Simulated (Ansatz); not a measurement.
**CH4BClOSi: how energies converge with the basis set**

Aim: see how fast density functionals converge with the basis set for CH4BClOSi.

The runs use Ansatz 0.2.0, Gaussian basis; one geometry, several basis sets.

Plan: PBE0-D4/def2-SVP; ωB97M-V/def2-SVP; PBE0-D4/def2-QZVPP; ωB97M-V/def2-QZVPP; the functionals' def2-TZVPP values are taken from earlier runs.

## Step 1: Structure used throughout

The geometry comes from an earlier relaxation with PBE0-D4 in a triple-zeta def2 set; it is a stationary point, not always the lowest conformer.

9 atoms, charge 0, spin multiplicity 1.

Atoms are counted from 1 here; the program's logs count them from 0.

Bond lengths: Cl1–B3 1.795 Å, C2–B3 1.548 Å, C2–O5 1.298 Å, C2–H6 1.097 Å, B3–Si4 2.036 Å, B3–H7 1.220 Å, Si4–O5 1.783 Å, Si4–H8 1.486 Å, Si4–H9 1.482 Å. Angles: B3–C2–O5 111.4°, B3–C2–H6 133.5°, O5–C2–H6 115.0°, Cl1–B3–C2 123.6°, Cl1–B3–Si4 134.7°, Cl1–B3–H7 117.4°, C2–B3–Si4 75.9°, C2–B3–H7 101.9°, Si4–B3–H7 93.3°, B3–Si4–O5 75.8°, B3–Si4–H8 126.9°, B3–Si4–H9 121.7°, O5–Si4–H8 109.2°, O5–Si4–H9 102.8°, H8–Si4–H9 108.9°, C2–O5–Si4 91.8°.

## Step 2: PBE0-D4 in def2-SVP

in.yaml

```yaml
crystal:
  periodic: [false, false, false]
  atoms:
    - {symbol: Cl, position_ang: [-0.238911, 2.258541, 1.448008]}
    - {symbol: C, position_ang: [-0.190119, 0.588012, -0.981512]}
    - {symbol: B, position_ang: [0.315922, 0.870670, 0.453535]}
    - {symbol: Si, position_ang: [-0.065372, -1.129426, 0.448055]}
    - {symbol: O, position_ang: [-0.100921, -0.672825, -1.274816]}
    - {symbol: H, position_ang: [-0.641134, 1.215035, -1.760579]}
    - {symbol: H, position_ang: [1.519208, 0.712694, 0.332587]}
    - {symbol: H, position_ang: [0.919415, -2.225196, 0.643627]}
    - {symbol: H, position_ang: [-1.429590, -1.663804, 0.673994]}
basis:
  gaussian: {orbitals: def2-SVP}
hamiltonian: {xc: pbe0, dispersion: d4}
output: {orbitals: {seedname: orbitals}}
```

The run is started by

```sh
ansatz run in.yaml --threads 4 --pin off --events-out ev --progress --plain --max-ram 10444MiB
```

After this run come: ωB97M-V in def2-SVP; PBE0-D4 in def2-QZVPP; ωB97M-V in def2-QZVPP.

**Question.** What will the summary of the whole plan be? Wanted: PBE0-D4: double and triple zeta above quadruple; ωB97M-V: double and triple zeta above quadruple.

**Answer**, as computed:

| quantity | value |
| --- | --- |
| PBE0-D4: double and triple zeta above quadruple | 12.29, 0.84 eV |
| ωB97M-V: double and triple zeta above quadruple | 12.35, 0.79 eV |

PBE0-D4 gains 11.45 eV from double to triple zeta, then 0.84 eV more. Total energies overstate the basis error of differences, where much of it tends to cancel.
